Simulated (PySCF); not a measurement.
**NaSn (quartet) at other levels of theory**

Aim: see what other levels and later steps give for NaSn (quartet).

Computed with PySCF 2.14.0. Level: each script names its method and basis.

4 further runs of the same task are left out: 2 for a known fault of the program, 2 that didn't finish.

## (1) Starting geometry

NaSn (quartet): 2 atoms, charge 0, spin multiplicity 4.

Bond lengths: Na1–Sn2 2.925 Å.

## (2) The base run

The input, input.py:

```python
from pyscf import gto, scf, mp

mol = gto.M(
    atom='Na 0 0 0; Sn 0 0 2.925',
    basis='crenbl',
    ecp={'Na': 'crenbl', 'Sn': 'crenbl'},
    charge=0,
    spin=3,
    verbose=3,
)
mf = scf.UHF(mol)
mf.kernel()
mp.MP2(mf).kernel()
mf.dip_moment()
print('orbital energies (hartree):', [e[max(0, n-3):n+3].round(4) for e, n in zip(mf.mo_energy, mol.nelec)])
```

On the command line:

```bash
$ OMP_NUM_THREADS=1 python input.py
```

## (3) Stability test

Run 1 changes step after the SCF: mp2 → stability.

Changes to input.py since step 2:

```diff
@@ -1,2 +1,2 @@
-from pyscf import gto, scf, mp
+from pyscf import gto, scf
 
@@ -12,3 +12,3 @@
 mf.kernel()
-mp.MP2(mf).kernel()
+mf.stability(internal=True, external=True)
 mf.dip_moment()
```

## (4) NEVPT2 (ROHF)

Run 2 changes step after the SCF: mp2 → nevpt2; SCF type: UHF → ROHF; active space: none → 5 electrons in 6 orbitals.

The input, input.py:

```python
from pyscf import gto, scf, mcscf, mrpt

mol = gto.M(
    atom='Na 0 0 0; Sn 0 0 2.925',
    basis='crenbl',
    ecp={'Na': 'crenbl', 'Sn': 'crenbl'},
    charge=0,
    spin=3,
    verbose=3,
)
mf = scf.ROHF(mol)
mf.kernel()
mc = mcscf.CASSCF(mf, 6, 5)
mc.kernel()
mc.analyze()
mrpt.NEVPT(mc).kernel()
mf.dip_moment()
print('orbital energies (hartree):', mf.mo_energy[..., max(0, mol.nelec[1]-3):mol.nelec[0]+3].round(4))
```

## (5) Population analysis

Run 3 changes step after the SCF: mp2 → analyze.

Changes to input.py since step 2:

```diff
@@ -1,2 +1,2 @@
-from pyscf import gto, scf, mp
+from pyscf import gto, scf
 
@@ -12,3 +12,3 @@
 mf.kernel()
-mp.MP2(mf).kernel()
+mf.mulliken_pop()
 mf.dip_moment()
```

## (6) Geometry optimisation

Run 4 changes step after the SCF: mp2 → optimize.

The input, input.py:

```python
from pyscf import gto, scf
from pyscf.geomopt.geometric_solver import optimize

mol = gto.M(
    atom='Na 0 0 0; Sn 0 0 2.925',
    basis='crenbl',
    ecp={'Na': 'crenbl', 'Sn': 'crenbl'},
    charge=0,
    spin=3,
    verbose=3,
)
mf = scf.UHF(mol)
mf.kernel()
mol_eq = optimize(mf, maxsteps=30)
print('optimised geometry (angstrom)')
print(mol_eq.tostring('raw'))
print('orbital energies (hartree):', [e[max(0, n-3):n+3].round(4) for e, n in zip(mf.mo_energy, mol.nelec)])
```

What does the calculation give? Wanted: for each run, E(SCF); from base; SCF dipole; after the SCF.

**Answer**, as computed:

| run | E(SCF) (hartree) | from base (eV) | SCF dipole (D) | after the SCF |
| --- | --- | --- | --- | --- |
| base | -115.481305 | 0 | 8.89 | MP2 correlation -8.958 eV |
| stability test | -115.481305 | 0.0000 | 8.89 | stable |
| NEVPT2 (ROHF) | -115.478014 | +0.0896 | 9.09 | NEVPT2 correlation -9.181 eV (from the SCF energy, the CASSCF gain included) |
| population analysis | -115.481305 | 0.0000 | 8.89 | n/a |
| geometry optimisation | -115.481305 | 0.0000 | n/a | bond 2.957 Å, -0.001 eV |

SCF columns refer to the geometry typed in the script.

In words: The dearest run is “NEVPT2 (ROHF)”, at 5.9 s against 1.6 s.
